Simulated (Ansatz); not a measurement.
What does this script print? It uses the Ansatz DFT code, driven from Python.

`ycu.py`
```python
# -*- coding: utf-8 -*-
from collections import Counter

import ansatz as az
import numpy as np
from pymatgen.core import Structure


def main():
    system = (
        az.Lattice.of((3.458115, 0.0, 0.0), (0.0, 3.458115, 0.0), (0.0, 0.0, 3.458115))
        .atom('Y', (0.0, 0.0, 0.0))
        .atom('Cu', (0.5, 0.5, 0.5))
    )

    base = (
        system.calculation()
        .functional('pbesol')
        .kpoints(7, 7, 7)
        .occupations('fermi_dirac', width=0.1)
        .pseudopotentials('all_electron', lapw=True)
        .forces()
    )
    out = base.run(threads=1, pin='off')
    data = out.report

    n_atoms = len(data['lattice']['sites'])
    print('F =', round(data['free_energy_ev'], 4), 'eV for', n_atoms, 'atoms')
    print('E(sigma -> 0) =', round(data['energy_sigma0_ev'], 4), 'eV, TS =', round(data['entropy_ts_ev'], 5), 'eV')
    print('closed by', data['closed_by'], 'after', data['n_iterations'], 'iterations')

    forces = np.array(data['forces_ev_ang'])
    norms = np.linalg.norm(forces, axis=1)
    print('largest force {:.4f} eV/A on atom {}'.format(norms.max(), norms.argmax()))
    print(np.array2string(forces, precision=4, suppress_small=True))

    final = Structure(out.lattice.cell_ang, [s.symbol for s in out.lattice.sites], [s.position_frac for s in out.lattice.sites])
    for index, site in enumerate(final):
        near = final.get_neighbors(site, 4.5)
        edge = 1.15 * min(n.nn_distance for n in near)
        shell = Counter((round(n.nn_distance, 2), n.specie.symbol) for n in near if n.nn_distance < edge)
        print(f'{index:2d} {site.specie.symbol:2s}', ', '.join(f'{count} {symbol} at {d:.2f}' for (d, symbol), count in sorted(shell.items())))

    errors = data['lapw_basis_errors']
    print(f'estimated basis error {1000 * errors["total_ev_per_atom"]:.3f} meV/atom, target {1000 * errors["basis_error_target_ev_per_atom"]:.3f}')
    for sphere in errors['spheres']:
        print(f'  {sphere["species"]:2s} muffin-tin radius {sphere["muffin_tin_radius_ang"]:.3f} A, core shells {sphere["core_shells"]}')


if __name__ == '__main__':
    main()
```

```console
$ python ycu.py
F = -137064.0766 eV for 2 atoms
E(sigma -> 0) = -137064.0469 eV, TS = 0.0594 eV
closed by deck_thresholds after 13 iterations
largest force 0.0000 eV/A on atom 0
[[-0.  0.  0.]
 [ 0.  0.  0.]]
 0 Y  8 Cu at 2.99
 1 Cu 8 Y at 2.99
estimated basis error 0.054 meV/atom, target 0.250
  Cu muffin-tin radius 1.523 A, core shells 3
  Y  muffin-tin radius 1.472 A, core shells 3
```

What to keep in mind:
- All-electron totals depend on functional, relativistic treatment and basis; only differences at equal settings carry meaning.
- The run is spin-unpolarised.
- For a metal this k-point mesh is coarse: on a finer one energies can move by several to tens of meV an atom and pressures by half a GPa or more, differences at one mesh by less.
- This cell is a computed structure, which may not be the phase found in nature.
- Hardware and time: 8.4 s on 1 thread of Arm Neoverse V2, on a shared host, peak memory 0.38 GiB.

(A comment or docstring line of the script was reworded after the run, the code is as it ran; lines on the test bed's own set-up are left out of the output.)
